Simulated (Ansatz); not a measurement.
# Cl2Zn: the cost of one run

Method: PBE0-D4/def2-TZVP structures, single points in def2-TZVPP, no counterpoise correction; program: Ansatz 0.2.0, Gaussian basis.

Levels: SPW92, PBE-D4, BLYP-D4, r2SCAN-D4, B97M-V, PBE0-D4, B3LYP-D4, r2SCAN0-D4, BHLYP-D4, CAM-B3LYP-D4, wB97X-V, wB97M-V, B2PLYP, PBE-QIDH, RPA on PBE, Hartree-Fock, MP2, CCSD, CCSD(T).

Correlated methods freeze the cores. The 3s and 3p shells of Cu and Zn are frozen; filled d shells are correlated. B3LYP uses VWN-RPA correlation. B2PLYP carries no dispersion term here.

94 further runs of the same task are left out: 94 set aside as unsound or not needed.

### 1 Starting geometry

The complex: 5 atoms, charge 0, spin multiplicity 1.

Atoms are counted from 1 here; the program's logs count them from 0.

Bond lengths: Zn1–Cl3 2.089 Å, Zn1–Cl5 2.089 Å, H2–H4 0.750 Å. Angles: Cl3–Zn1–Cl5 176.0°.

Coordinates:

```xyz
5
Cl2H2Zn
Zn   -0.3715   -0.2868   -0.9268
H     0.7728    0.1276    1.4791
Cl    0.6575   -2.1033   -0.8592
H     0.3935    0.7728    1.4309
Cl   -1.4525    1.4896   -1.1240
```

Its parts: ZnCl2 holds atoms 1, 3, 5; H2 holds atoms 2, 4. Each part counts its atoms afresh in its own runs.

### 2 Relaxing ZnCl2 alone

Contents of relax-a/in.yaml:

```yaml
crystal:
  periodic: [false, false, false]
  atoms:
    - {symbol: Zn, position_ang: [-0.371509, -0.286793, -0.926791]}
    - {symbol: Cl, position_ang: [0.657506, -2.103270, -0.859226]}
    - {symbol: Cl, position_ang: [-1.452492, 1.489590, -1.123981]}
basis:
  gaussian: {orbitals: def2-TZVP}
hamiltonian: {xc: pbe0, dispersion: d4}
relax: {f_tol: 0.005, max_steps: 200}
```

The run is started by

```bash
ansatz run in.yaml --threads 4 --pin off --events-out ev --progress --plain --max-ram 9574MiB
```

**Question.** How long does this run take on 4 threads of Arm Neoverse V2, shared host?

About 5.5 s.
